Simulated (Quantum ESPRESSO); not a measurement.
SbSe2:

```xyz
3
Lattice="0.0000 3.5704 3.5704 3.5704 0.0000 3.5704 3.5704 3.5704 0.0000" Properties=species:S:1:pos:R:3 pbc="T T T"
Sb    0.0000    0.0000    0.0000
Se    1.7852    1.7852    1.7852
Se    5.3555    5.3555    5.3555
```

The cell was built by a generator and needn't be a form met in nature.

- Program: Quantum ESPRESSO 7.5
- Task: phonons
- Functional: vdW-DF-cx
- Potentials or basis: GBRV 1.5 PBE
- Cutoff: 612 eV
- Density cutoff: 4898 eV
- k mesh: 2 × 2 × 2, shifted
- Occupations: fermi-dirac, width 0.05 eV
- Spin: no spin polarisation
- Mixing beta: 0.5
- Most SCF iterations: 120
- SCF threshold: 6e-10 Ry

The cell and the atoms were relaxed first, to 26.36 Å³/atom (a = 4.818 Å, b = 4.818 Å, c = 4.818 Å, α = 60.00°, β = 60.00°, γ = 60.00°), and the response was taken there.

Task: Which optical modes does the crystal have at the zone centre, and which show in infrared and Raman spectra?

Result: The optical modes are T1u + T2g. Infrared active: T1u. Raman active: T2g.

Optical modes at Γ, degenerate ones joined:
```csv
cm⁻¹,components,symmetry,active in
38,3,T1u,IR
109,3,T2g,Raman
```

Caveat: the k mesh is coarse (spacing up to 0.76 Å⁻¹), so the values aren't converged; the mesh is thin for the phonons of a metal; the potentials were made for another functional, which shifts forces and pressure.
